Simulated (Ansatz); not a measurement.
# BeB (P1) in Ansatz: convergence with ecutrho ratio

Aim: find how far ecutrho ratio must go before the results for BeB settle, at r2SCAN. This setting moves, with any that are tied to it; all else stays.

All numbers are computed with Ansatz 0.2.0; they aren't measurements. Logs are shortened: lines on timing, memory, paths and dates and some standing lists are left out, and cuts for length are marked.

**1. The cell of the first run**

The typed cell holds 2 atoms: a = 2.781 Å, b = 2.781 Å, c = 2.781 Å, α = 60.00°, β = 60.00°, γ = 60.00°.

The cell was built by a generator and needn't be a form met in nature.

The cell isn't the ideal one: atoms moved at random, drawn with an rms of 0.05 Å.

**2. With ecutrho ratio 4**

input.yaml

```yaml
crystal:
  lattice:
    - [0.0, 1.96663667, 1.96663667]
    - [1.96663667, 0.0, 1.96663667]
    - [1.96663667, 1.96663667, 0.0]
  atoms:
    - { symbol: Be, position: [0.019534, -0.004391, -0.009599] }
    - { symbol: B, position: [0.276716, 0.2499, 0.221171] }
hamiltonian:
  xc: r2scan
  pseudopotentials: { kind: paw }
kpoints:
  mp_grid: { grid: [8, 8, 8] }
scf:
  occupations: { method: gaussian, width: 0.05 }
output:
  forces: true
  stress: true
  eigenvalues: true
basis:
  ecutrho_ratio: 4
```

Potentials or basis: Ansatz PAW.

Command:

```console
$ ansatz run input.yaml --threads 2 --pin off --max-ram 5632MiB --backend cpu --events-out ev --progress --plain --runs-dir out
```

Log:

```text
Warning: RAYON_NUM_THREADS=2 ignored (pool sized by the plan → 2); use --threads N
Engine: ansatz 0.2.0, aarch64-unknown-linux-gnu
Pseudopotentials: kind: paw
Pseudopotential: Be, paw, valence charge 2, recommended cutoff 500 eV (meta_gga), Be.paw.azcp
Pseudopotential: B, paw, valence charge 3, recommended cutoff 500 eV (meta_gga), B.paw.azcp
Functional definition: r2SCAN
  parameter k0 = 0.174
  parameter k1 = 0.065
  parameter a1 = 4.9479
  exchange = r2scan_x(k0 = k0, k1 = k1, a1 = a1)
  correlation = r2scan_c
Crystal: 2 atoms, lattice volume = 15.213 Å³
Basis set: ecut = 500 eV, 387 PW (Γ), exchange–correlation on 96×96×96 points (64 copies of the dense FFT grid, shifted against one another)
Bands: 7, of which v1, the nominal top of the filled ones, is band 3 counted from 1 (2 counted from 0)
Symmetry: 1 space group operations
Space group: P1 (ITA 1), of the structure as read, at distance tolerance 2.5e-5 Å
k-points: 260 of 512 (time reversal used)
Non-local potential: Be, projectors of the file, l = 0: 2, l = 1: 2, l = 2: 1
Non-local potential: B, projectors of the file, l = 0: 2, l = 1: 2, l = 2: 1
PAW form: soft (Blöchl's): semilocal exchange-correlation on the pseudo side does not see the compensation charge
PAW frozen core: Be, regenerated for the run's functional (the file was generated under x = pbe(κ = 0.804, μ = 0.2195149727645171), c = pbe(β = 0.06672455060314922))
PAW frozen core: B, regenerated for the run's functional (the file was generated under x = pbe(κ = 0.804, μ = 0.2195149727645171), c = pbe(β = 0.06672455060314922))
PAW one-centre angular grid: Be, 302 points (default); XC on 255 of its mesh's 2635 points in the sphere
PAW one-centre angular grid: B, 302 points (default); XC on 160 Gauss nodes
Initial density: superposition of atomic densities (neutral atoms: chi_scale 0, normalization atom), corrected by the library's trained network
Initial wavefunctions: pseudopotential atomic-orbital guess
Functional: x = r2scan, c = r2scan; τ floored in thin density (d = 2e-4 eV/Å³)
SCF iter   1: F=—  HF=-245.466840 eV  |F-HF|=—  |Δ(HF+E_count)|=         —  Δρ=4.47e-3  dr2=2.69e-3  dr2_τ=1.20e-1  ethr=1.77e-3  ⟨swp⟩=5.3  Hψ=15613  notcnv=0
preconditioner: auto → none  [insulator: Δε(μ)=0.104 eV  Ē_g=15.121 eV  σ=0.050 eV  W_gap=0.73  n_scr=0 (ndim 8)  ℏωp=21.3 eV  f_vac=0.000  D(μ)=0.92/eV (n_scr^D=14)  ε∞_Penn≈3.0]
SCF iter   2: F=—  HF=-245.493823 eV  |F-HF|=—  |Δ(HF+E_count)|=   2.70e-2  Δρ=2.55e-3  dr2=5.53e-4  dr2_τ=3.43e-5  ethr=5.37e-5  ⟨swp⟩=2.0  Hψ=5567  notcnv=0  defer=153
SCF iter   3: F=—  HF=-245.494857 eV  |F-HF|=—  |Δ(HF+E_count)|=   1.03e-3  Δρ=2.06e-4  dr2=2.63e-6  dr2_τ=1.14e-6  ethr=1.11e-5  ⟨swp⟩=2.2  Hψ=2335  notcnv=0  defer=153
SCF iter   4: F=—  HF=-245.494875 eV  |F-HF|=—  |Δ(HF+E_count)|=   1.85e-5  Δρ=5.30e-5  dr2=1.64e-7  dr2_τ=1.98e-8  ethr=5.25e-8  ⟨swp⟩=2.0  Hψ=2320  notcnv=0  defer=153
iter 5 did not close the SCF: its close was put off for the readings that it lacked (scf_convergence_deferred on its scf_iter line)
SCF iter   5: F=-245.494876 eV  HF=-245.494876 eV  |F-HF|=9.86e-9  |Δ(HF+E_count)|=   8.68e-7  Δρ=1.00e-5  dr2=7.81e-9  dr2_τ=2.35e-10  ethr=3.29e-9  ⟨swp⟩=2.0  Hψ=2320  notcnv=0  defer=153
SCF iter   6: F=-245.494876 eV  HF=-245.494876 eV  |F-HF|=7.54e-11  |Δ(HF+E_count)|=   1.14e-8  Δρ=5.83e-7  dr2=3.43e-11  dr2_τ=2.17e-12  ethr=1.56e-10  ⟨swp⟩=3.7  Hψ=6991  notcnv=0
SCF 1 converged in 6 iterations: F = -245.494876 eV  dr2 = 3.43e-11
SCF converged after 6 iterations
Free energy (F): -245.494876 eV
Harris-Foulkes:  -245.494876 eV  (|F-HF|=7.54e-11)
Internal energy: -245.493711 eV  (E = F + TS)
E sigma→0 (E₀):  -245.494294 eV
Entropy (-TS):   -0.001165 eV (-0.582 meV/atom)
Fermi energy:    7.222332 eV
--- Per-component energies (eV) ---
  E_band       = 12.385915
  E_kinetic    = 70.150122
  E_local      = -23.157669  (includes V_loc(G=0)·N_el)
  E_nonlocal   = 21.577892
  E_hartree    = 4.534262
  E_xc         = -50.046569
  E_vxc        = -63.286921  (∫ρ·V_xc dr)
  E_paw        = -141.824164  (= ΣΔE_a)
  E_vpaw       = -4.990099  (= ΣTr[D̂ρ^β])
  E_aug_tail   = -0.000001  (compensation charges beyond the density's cutoff)
  E_vtau       = 3.024082  (kinetic-family band-sum trace: ∫τ·v_τ [+ j·A + Jᵃ·Aᵃ] dr)
  E_ewald      = -126.697116
  E_core_change = -0.030469  (= ΣΔE_core)
  E_smearing   = -0.001165  (= −TS)
  E_closure    = -0.000000  (closes the sum)
  Σ components = -245.494876   (vs F -245.494876, Δ=0.00e0)
--- Forces (eV/Å), atoms counted from 1 ---
  atom   1  Be    -0.41048646    -0.30726049     0.28605216
  atom   2  B      0.41048710     0.30725812    -0.28605266
  max |Σ_I F_I| component: 2.37e-6 eV/Å
--- Stress (GPa, compression-positive) ---
       64.441107      -6.673913       6.964202
       -6.673913      64.548958       8.399456
        6.964202       8.399456      64.561017
  P = ⅓ Tr σ = 64.5170 GPa (645.170 kbar)
--- Band table (eV; the first three rows and the last of 260) ---
  k-point 0: bands = ["-5.5489", "12.6294", "12.6942", "13.2016", "18.5487", "18.8198", "18.8625"]
  k-point 1: bands = ["-5.1869", "10.9180", "12.1207", "12.1829", "19.5303", "19.5813", "20.1927"]
  k-point 2: bands = ["-4.1072", "7.1466", "11.2385", "11.2986", "20.2953", "20.3687", "22.2559"]
  k-point 259: bands = ["-0.6538", "1.1296", "10.2730", "10.7338", "19.6266", "20.2769", "23.8995"]
```

Wall time 3.8 s (2 threads of Arm Neoverse V2, shared host); peak memory 0.37 GiB.

Results:

| Item | Value |
| --- | --- |
| Free energy | -245.4949 eV |
| Pressure | 64.5 GPa |
| Largest force | 0.587 eV/Å |
| Band gap on the k mesh | none (metal or under the smearing width) |

**3. With ecutrho ratio 5**

Edit input.yaml of step 2 so:

```diff
@@ -20,2 +20,2 @@
 basis:
-  ecutrho_ratio: 4
+  ecutrho_ratio: 5
```

Potentials or basis: Ansatz PAW.

Command:

```console
$ ansatz run input.yaml --threads 2 --pin off --max-ram 5632MiB --backend cpu --events-out ev --progress --plain --runs-dir out
```

It took 3.7 s on 2 threads of Arm Neoverse V2, shared host; peak memory 0.38 GiB.

Results:

* Free energy: -245.4949 eV
* Pressure: 64.5 GPa
* Largest force: 0.587 eV/Å
* Band gap on the k mesh: none (metal or under the smearing width)

**4. With ecutrho ratio 6**

Edit input.yaml of step 3 so:

```diff
@@ -20,2 +20,2 @@
 basis:
-  ecutrho_ratio: 5
+  ecutrho_ratio: 6
```

Command:

```console
$ ansatz run input.yaml --threads 2 --pin off --max-ram 5632MiB --backend cpu --events-out ev --progress --plain --runs-dir out
```

Wall time 3.9 s (2 threads of Arm Neoverse V2, shared host); peak memory 0.39 GiB.

What came out:

- Free energy: -245.4949 eV
- Pressure: 64.5 GPa
- Largest force: 0.587 eV/Å
- Band gap on the k mesh: none (metal or under the smearing width)

**5. With ecutrho ratio 8**

Edit input.yaml of step 4 so:

```diff
@@ -20,2 +20,2 @@
 basis:
-  ecutrho_ratio: 6
+  ecutrho_ratio: 8
```

Command:

```console
$ ansatz run input.yaml --threads 2 --pin off --max-ram 5632MiB --backend cpu --events-out ev --progress --plain --runs-dir out
```

Run time: 4.3 s. Hardware: 2 threads of Arm Neoverse V2, shared host; peak memory 0.43 GiB.

Results (log left out):

```
Free energy            : -245.4949 eV
Pressure               : 64.5 GPa
Largest force          : 0.587 eV/Å
Band gap on the k mesh : none (metal or under the smearing width)
```

**6. With ecutrho ratio 10**

Edit input.yaml of step 5 so:

```diff
@@ -20,2 +20,2 @@
 basis:
-  ecutrho_ratio: 8
+  ecutrho_ratio: 10
```

Potentials or basis: Ansatz PAW.

Command:

```console
$ ansatz run input.yaml --threads 2 --pin off --max-ram 5632MiB --backend cpu --events-out ev --progress --plain --runs-dir out
```

Wall time 5.1 s (2 threads of Arm Neoverse V2, shared host); peak memory 0.53 GiB.

It converged, with:

- Free energy: -245.4949 eV
- Pressure: 64.5 GPa
- Largest force: 0.587 eV/Å
- Band gap on the k mesh: none (metal or under the smearing width)

**7. With ecutrho ratio 12**

Edit input.yaml of step 6 so:

```diff
@@ -20,2 +20,2 @@
 basis:
-  ecutrho_ratio: 10
+  ecutrho_ratio: 12
```

Command:

```console
$ ansatz run input.yaml --threads 2 --pin off --max-ram 5632MiB --backend cpu --events-out ev --progress --plain --runs-dir out
```

It took 5.1 s on 2 threads of Arm Neoverse V2, shared host; peak memory 0.53 GiB.

Results (log left out):

| Property | Result |
| --- | --- |
| Free energy | -245.4949 eV |
| Pressure | 64.5 GPa |
| Largest force | 0.587 eV/Å |
| Band gap on the k mesh | none (metal or under the smearing width) |

**8. Summary**

| ecutrho ratio | energy less the tightest run, at zero smearing (meV/atom) | SCF cycles | CPU time (s) | peak memory (GiB) |
| --- | --- | --- | --- | --- |
| 4 | 0.00 | 6 | 7.3 | 0.37 |
| 5 | 0.00 | 6 | 7.2 | 0.38 |
| 6 | 0.00 | 6 | 7.4 | 0.39 |
| 8 | 0.00 | 6 | 8.4 | 0.43 |
| 10 | 0.00 | 6 | 9.9 | 0.53 |
| 12 | 0.00 | 6 | 10 | 0.53 |

Against the tightest run, the energy stays within 1 meV/atom from 4 on. The tightest run that finished is the yardstick and may itself not be fully converged.

Caveats: the PAW data sets come from PBE, with cores solved anew for the run's functional, which leaves a small shift of forces and pressure.
